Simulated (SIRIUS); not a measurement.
# NiRh under changes of volume

One of the cells (12.545 Å³/atom); the others are scaled copies at fixed shape and fractional positions:

```
Rh Ni
1.0
     1.32283    0.76374    4.13894
    -1.32283    0.76374    4.13894
     0.00000   -1.52747    4.13894
Rh Ni
1 1
Direct
  0.50000 0.50000 0.50000
  0.00000 0.00000 0.00000
```

The cell comes from a database or a generator and needn't be the stable form of this composition.

* Program: SIRIUS 7.12.0
* Functional: PBEsol
* Potentials or basis: all-electron FP-LAPW
* Cutoff: 208 eV
* Basis: apw+lo standard
* k mesh: 12 × 12 × 12
* Occupations: fermi-dirac, width 0.05 eV
* Spin: collinear spin, ferromagnetic start
* Starting moments: [0.6, 1.0] μB

```tsv
volume (Å³/atom)	energy over the lowest point (meV/atom)	moment (μB per cell)
11.561	21.25	0.00
11.807	5.68	0.00
12.053	0.00	0.34
12.545	11.45	0.00
12.791	27.68	0.00
13.037	?	?
```

Question: What does the run at 13.037 Å³/atom give?

Answer: Energy over the lowest point 39.79 meV/atom; moment 1.20 μB per cell.

The energies don't lie on one smooth curve, so no fit is given. The run at 13.037 Å³/atom lies farthest off; its moment of 1.20 μB against 0.00 to 0.34 μB shows that it ended in another magnetic state.

Energies are extrapolated to zero smearing.
